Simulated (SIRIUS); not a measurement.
## AlFe: equation of state with RPBE

AlFe:

```
Fe Al
1.0
     2.91000    0.00000    0.00000
     0.00000    2.91000    0.00000
     0.00000    0.00000    2.91000
Fe Al
1 1
Direct
  0.50000 0.50000 0.50000
  0.00000 0.00000 0.00000
```

```json
{
 "Program": "SIRIUS 7.12.0",
 "Task": "equation of state",
 "Functional": "RPBE",
 "Potentials or basis": "all-electron FP-LAPW",
 "Cutoff": "192 eV",
 "Basis": "apw+lo standard",
 "k mesh": "9 × 9 × 9",
 "Occupations": "fermi-dirac, width 0.05 eV",
 "Spin": "collinear spin, ferromagnetic start",
 "Starting moments": "[3.0, 0.0] μB"
}
```

```yaml
Equilibrium_volume: 12.14 Å³/atom
Bulk_modulus: 166 GPa
Pressure_derivative_of_the_bulk_modulus: 4.6
```

Energy against volume, from the lowest point:
| volume (Å³/atom) | energy (meV/atom) |
| --- | --- |
| 11.582 | 14.11 |
| 11.828 | 4.00 |
| 12.075 | 0.00 |
| 12.321 | 1.16 |
| 12.568 | 7.24 |
| 12.814 | 17.53 |
| 13.060 | 31.61 |

All runs of the series together: 5 min on 1 thread of AMD EPYC 9R45 96-Core Processor (Zen 5), with other jobs on the host.
